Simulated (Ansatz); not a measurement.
# BiCl₃: how energies converge with the basis set

An exercise on one series of results from a longer session: the logs are not shown, and one member is left open.

Method: one geometry, several basis sets; program: Ansatz 0.2.0, Gaussian basis.

Plan: PBE0-D4/def2-SVP; ωB97M-V/def2-SVP; PBE0-D4/def2-QZVPP; ωB97M-V/def2-QZVPP; the functionals' def2-TZVPP values are taken from earlier runs.

### The geometry

All runs share one geometry, relaxed beforehand with PBE0-D4 in a triple-zeta def2 set. Bi takes the def2 core potential; no spin-orbit term is included.

SMILES `[Cl][Bi]([Cl])[Cl]`, 4 atoms, charge 0, spin multiplicity 1.

Atoms are counted from 1 here; the program's logs count them from 0.

Bond lengths: Cl1–Bi2 2.424 Å, Bi2–Cl3 2.424 Å, Bi2–Cl4 2.424 Å. Angles: Cl1–Bi2–Cl3 98.0°, Cl1–Bi2–Cl4 98.0°, Cl3–Bi2–Cl4 98.0°.

Set-up of the first run:

Input file in.yaml:

```yaml
crystal:
  periodic: [false, false, false]
  atoms:
    - {symbol: Cl, position_ang: [1.048479, 0.476392, 1.795165]}
    - {symbol: Bi, position_ang: [-0.804625, -0.088843, 0.338597]}
    - {symbol: Cl, position_ang: [0.199116, -2.001995, -0.760173]}
    - {symbol: Cl, position_ang: [-0.387469, 1.554146, -1.393890]}
basis:
  gaussian: {orbitals: def2-SVP}
hamiltonian: {xc: pbe0, dispersion: d4}
output: {orbitals: {seedname: orbitals}}
```

Steps of the session up to this table: PBE0-D4 in def2-SVP; ωB97M-V in def2-SVP; PBE0-D4 in def2-QZVPP; ωB97M-V in def2-QZVPP.

One table of the session follows, with a row left open; its other results are not shown here.

It belongs to the step «Density functionals: the series». 

```
functional       basis  HOMO (eV)  LUMO (eV)
   PBE0-D4    def2-SVP      -8.57      -2.00
   PBE0-D4  def2-TZVPP          ?          ?
   PBE0-D4  def2-QZVPP      -8.81      -2.29
   ωB97M-V    def2-SVP     -10.52      -0.03
   ωB97M-V  def2-TZVPP     -10.79      -0.33
   ωB97M-V  def2-QZVPP     -10.84      -0.54
```

Estimate the missing values for PBE0-D4, def2-TZVPP.

As computed: HOMO (eV): -8.78; LUMO (eV): -2.17. In the column «HOMO (eV)» it lies between PBE0-D4, def2-QZVPP (-8.81) and PBE0-D4, def2-SVP (-8.57).
